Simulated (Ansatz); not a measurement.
**Si: an axial (c/a) deformation path**

Aim: for Si, look for other minima along an axial (c/a) path.

Computed with Ansatz 0.2.0 (DFT r2SCAN, scalar-relativistic, plane waves, PAW, unless a step's input says otherwise).

## Step 1: Starting point

The structure is hexagonal, space group P6/mmm (No. 191). Conventional cell: a = 2.621 Å, b = 2.621 Å, c = 2.466 Å, α = 90.00°, β = 90.00°, γ = 120.00°. Si (site symmetry 6/mmm) is surrounded by 8 Si at 2.47 to 2.62 Å.

Structure file:

```cif
data_structure
_symmetry_space_group_name_H-M 'P 1'
_symmetry_Int_Tables_number 1
_cell_length_a 2.6205
_cell_length_b 2.6205
_cell_length_c 2.4664
_cell_angle_alpha 90.000
_cell_angle_beta 90.000
_cell_angle_gamma 120.000
_cell_volume 14.67
loop_
_atom_site_label
_atom_site_type_symbol
_atom_site_fract_x
_atom_site_fract_y
_atom_site_fract_z
_atom_site_occupancy
Si1 Si 0.00000 0.00000 0.00000 1
```

It goes back to an entry of the Materials Project, which need not be the stable form.

The cell is taken as given, not relaxed at this level.

## Step 2: Zero of energy

Reference values: F = -638.6280 eV; pressure 2.10 GPa; largest force 0.000 eV/Å; gap on the mesh none (metal). It was computed beforehand with the settings of the runs below.

## Step 3: Setting up an axial (c/a) deformation path

At fixed volume and fractional coordinates, lengths along (0.000, 0.000, 1.000) are scaled against those across it; ρ is that ratio over its starting value.

## Step 4: ρ = 0.850

input.yaml reads:

```yaml
crystal:
  lattice:
    - [2.7664210749, 0.0, 0.0]
    - [-1.3832105375, 2.3957909284, 0.0]
    - [0.0, 0.0, 2.2131020013]
  atoms:
    - { symbol: Si, position: [0.0, 0.0, 0.0] }
basis:
  ecutwfc: 500
kpoints:
  mp_grid: { grid: [24, 24, 22] }
hamiltonian:
  xc: r2scan
scf:
  occupations: { method: gaussian, width: 0.15 }
output:
  forces: true
  stress: true
  eigenvalues: true
  write_density: true
  write_potential: true
  elf: true
  volumetric_format: npy
```

Started as:

```bash
$ ansatz run input.yaml --threads 1 --pin off --max-ram 2560MiB --backend cpu --events-out ev --progress --plain --runs-dir out
```

## Step 5: ρ = 1.200

input.yaml reads:

```yaml
crystal:
  lattice:
    - [2.466025204, 0.0, 0.0]
    - [-1.233012602, 2.1356404731, 0.0]
    - [0.0, 0.0, 2.7851140092]
  atoms:
    - { symbol: Si, position: [0.0, 0.0, 0.0] }
basis:
  ecutwfc: 500
kpoints:
  mp_grid: { grid: [24, 24, 22] }
hamiltonian:
  xc: r2scan
scf:
  occupations: { method: gaussian, width: 0.15 }
output:
  forces: true
  stress: true
  eigenvalues: true
```

## Step 6: Point ρ = 0.920

input.yaml, as its differences from that of step 5:

```diff
@@ -2,5 +2,5 @@
   lattice:
-    - [2.466025204, 0.0, 0.0]
-    - [-1.233012602, 2.1356404731, 0.0]
-    - [0.0, 0.0, 2.7851140092]
+    - [2.6943994669, 0.0, 0.0]
+    - [-1.3471997335, 2.3334183863, 0.0]
+    - [0.0, 0.0, 2.3329962032]
   atoms:
@@ -19 +19,5 @@
   eigenvalues: true
+  write_density: true
+  write_potential: true
+  elf: true
+  volumetric_format: npy
```

## Step 7: ρ = 1.100

input.yaml reads:

```yaml
crystal:
  lattice:
    - [2.5385966228, 0.0, 0.0]
    - [-1.2692983114, 2.1984891653, 0.0]
    - [0.0, 0.0, 2.6281527546]
  atoms:
    - { symbol: Si, position: [0.0, 0.0, 0.0] }
basis:
  ecutwfc: 500
kpoints:
  mp_grid: { grid: [24, 24, 22] }
hamiltonian:
  xc: r2scan
scf:
  occupations: { method: gaussian, width: 0.15 }
output:
  forces: true
  stress: true
  eigenvalues: true
```

## Step 8: ρ = 0.960

input.yaml, as its differences from that of step 7:

```diff
@@ -2,5 +2,5 @@
   lattice:
-    - [2.5385966228, 0.0, 0.0]
-    - [-1.2692983114, 2.1984891653, 0.0]
-    - [0.0, 0.0, 2.6281527546]
+    - [2.656445123, 0.0, 0.0]
+    - [-1.3282225615, 2.3005489603, 0.0]
+    - [0.0, 0.0, 2.4001384948]
   atoms:
```

## Step 9: Point ρ = 1.050

input.yaml reads:

```yaml
crystal:
  lattice:
    - [2.5782686029, 0.0, 0.0]
    - [-1.2891343015, 2.2328461079, 0.0]
    - [0.0, 0.0, 2.5478958992]
  atoms:
    - { symbol: Si, position: [0.0, 0.0, 0.0] }
basis:
  ecutwfc: 500
kpoints:
  mp_grid: { grid: [24, 24, 22] }
hamiltonian:
  xc: r2scan
scf:
  occupations: { method: gaussian, width: 0.15 }
output:
  forces: true
  stress: true
  eigenvalues: true
  write_density: true
  write_potential: true
  elf: true
  volumetric_format: npy
```

## Step 10: At ρ = 0.800

input.yaml, as its differences from that of step 9:

```diff
@@ -2,5 +2,5 @@
   lattice:
-    - [2.5782686029, 0.0, 0.0]
-    - [-1.2891343015, 2.2328461079, 0.0]
-    - [0.0, 0.0, 2.5478958992]
+    - [2.8228941736, 0.0, 0.0]
+    - [-1.4114470868, 2.4446980665, 0.0]
+    - [0.0, 0.0, 2.1254397823]
   atoms:
```

## Step 11: At ρ = 1.300

input.yaml reads:

```yaml
crystal:
  lattice:
    - [2.4010994167, 0.0, 0.0]
    - [-1.2005497084, 2.0794130919, 0.0]
    - [0.0, 0.0, 2.9377694841]
  atoms:
    - { symbol: Si, position: [0.0, 0.0, 0.0] }
basis:
  ecutwfc: 500
kpoints:
  mp_grid: { grid: [24, 24, 22] }
hamiltonian:
  xc: r2scan
scf:
  occupations: { method: gaussian, width: 0.15 }
output:
  forces: true
  stress: true
  eigenvalues: true
```

(Steps that only read results are left out.)

**Question.** What will these runs give? Wanted: highest point.

As calculated:

| quantity | value |
| --- | --- |
| highest point | 511.2 meV/atom at ρ = 0.800 |

The undisturbed cell stays the lowest of the sampled points. No sampled point inside the path is a dip, apart from those named.
